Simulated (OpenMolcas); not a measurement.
**BPH3F3 (SMILES [BH3-][P+](F)(F)F): HF/ANO-R2 (sfX2C, RICD fitting)**

Aim: the vertical ionisation energy of BPH3F3 at HF/ANO-R2 (sfX2C, RICD fitting), from 2 runs. 

Program for the calculation: OpenMolcas 26.06.

### Step 1. The structure to begin with

BPH3F3 has 8 atoms, charge 0, and is taken as a singlet. SMILES: `[BH3-][P+](F)(F)F`. The shape is that of a GFN2-xTB optimisation.

Bond lengths: B1–P2 1.870 Å, P2–F3 1.585 Å, P2–F4 1.585 Å, P2–F5 1.585 Å, B1–H6 1.182 Å, B1–H7 1.182 Å, B1–H8 1.182 Å. Some angles: B1–P2–F3 121.9°, B1–P2–F4 121.9°, B1–P2–F5 122.0°, F3–P2–F4 94.6°, F3–P2–F5 94.6°, F4–P2–F5 94.7°, P2–B1–H6 104.7°, P2–B1–H7 104.7°, P2–B1–H8 104.6°, H6–B1–H7 113.8°.

### Step 2. The energy at HF/ANO-R2 (sfX2C, RICD fitting)

Input file job.inp:

```
&GATEWAY
Coord
8
angstrom
B       -0.083970       1.003810       0.527130
P        0.054140      -0.646920      -0.340200
F        0.307070      -1.992980       0.458020
F       -1.130450      -1.236380      -1.213750
F        1.170780      -0.931760      -1.428850
H       -1.002970       0.881620       1.259750
H       -0.266410       1.783920      -0.341500
H        0.951810       1.138690       1.079400
Basis=ANO-R2
Group=NoSym
RICD
&SEWARD
&SCF
PrOrbitals=0
```

Launch:

```sh
$ export MOLCAS_MEM=1860
$ pymolcas job.inp > job.log
```

The program printed:

```text
--- Start Module: gateway ---
[...]
--- Stop Module: gateway /rc=_RC_ALL_IS_WELL_ ---
--- Start Module: seward ---
[...]
      Basis functions          213
--- Stop Module: seward /rc=_RC_ALL_IS_WELL_ ---
[...]
--- Start Module: scf ---
[...]
       Convergence after  11 Iterations
[...]
::    Total SCF energy                               -666.8234344145
[...]
      Total spin, S                                     0.0000000000
[...]
      Total electronic charge=   50.000000
      Total            charge=   -0.000000
[...]
      Dipole Moment (debye):
      Origin of the operator (angstrom)=    0.0689   -0.8255   -0.4336
                   X=  3.9302E-02               Y= -4.4976E-01               Z= -2.3885E-01           Total=  5.1076E-01
      Quadrupole Moment (debye*angstrom):
[...]
--- Stop Module: scf /rc=_RC_ALL_IS_WELL_ ---
[...]
```

It took 23 s on 1 thread of AMD EPYC 9R45 (Zen 5), shared host; peak memory 0.35 GiB.

### Step 3. The doublet cation, same level

Input file job.input:

```
>>> EXPORT MOLCAS_PRINT=2

&GATEWAY
  Coord
  8
  angstrom
  B       -0.083970       1.003810       0.527130
  P        0.054140      -0.646920      -0.340200
  F        0.307070      -1.992980       0.458020
  F       -1.130450      -1.236380      -1.213750
  F        1.170780      -0.931760      -1.428850
  H       -1.002970       0.881620       1.259750
  H       -0.266410       1.783920      -0.341500
  H        0.951810       1.138690       1.079400
  Basis=ANO-R2
  Group=NoSym
  RICD

&SEWARD

&SCF
  UHF
  Charge=1
  Spin=2
  PrOrbitals=0
```

Launch:

```sh
$ export MOLCAS_MEM=1860
$ pymolcas job.input > job.log
```

The program printed:

```text
--- Start Module: gateway ---
[...]
--- Stop Module: gateway /rc=_RC_ALL_IS_WELL_ ---
--- Start Module: seward ---
[...]
      Basis functions          213
--- Stop Module: seward /rc=_RC_ALL_IS_WELL_ ---
[...]
--- Start Module: scf ---
[...]
       Convergence after  29 Iterations
[...]
::    Total SCF energy                               -666.3862339075
[...]
      Total spin, S                                     0.5049948303
[...]
      Total electronic charge=   49.000000
      Total            charge=    1.000000
[...]
      Dipole Moment (debye):
      Origin of the operator (angstrom)=    0.0689   -0.8255   -0.4336
                   X= -7.5331E-01               Y=  7.3875E+00               Z=  2.3737E+00           Total=  7.7960E+00
      Center of Charge (angstrom)
[...]
--- Stop Module: scf /rc=_RC_ALL_IS_WELL_ ---
[...]
```

Wall time 63 s (1 thread of AMD EPYC 9R45 (Zen 5), shared host); peak memory 0.35 GiB.

### Step 4. Outcome

Level: HF/ANO-R2 (sfX2C, RICD fitting).

```
                                          quantity          value
                      singlet BPH3F3: total energy  -666.82343 Eh
                     singlet BPH3F3: dipole moment         0.51 D
                       singlet BPH3F3: HOMO energy      -13.48 eV
                       singlet BPH3F3: LUMO energy        2.19 eV
                     singlet BPH3F3: HOMO–LUMO gap       15.67 eV
                      doublet cation: total energy  -666.38623 Eh
doublet cation: HOMO energy (highest over α and β)      -20.91 eV
 doublet cation: LUMO energy (lowest over α and β)      -10.44 eV
                              doublet cation: ⟨S²⟩          0.760
vertical ionisation energy (to the doublet cation)      11.897 eV
```

What this shows: Removing an electron at fixed nuclei costs 11.90 eV (274 kcal/mol). −ε(HOMO) before ionisation, 13.48 eV, is 1.58 eV above this ionisation energy.
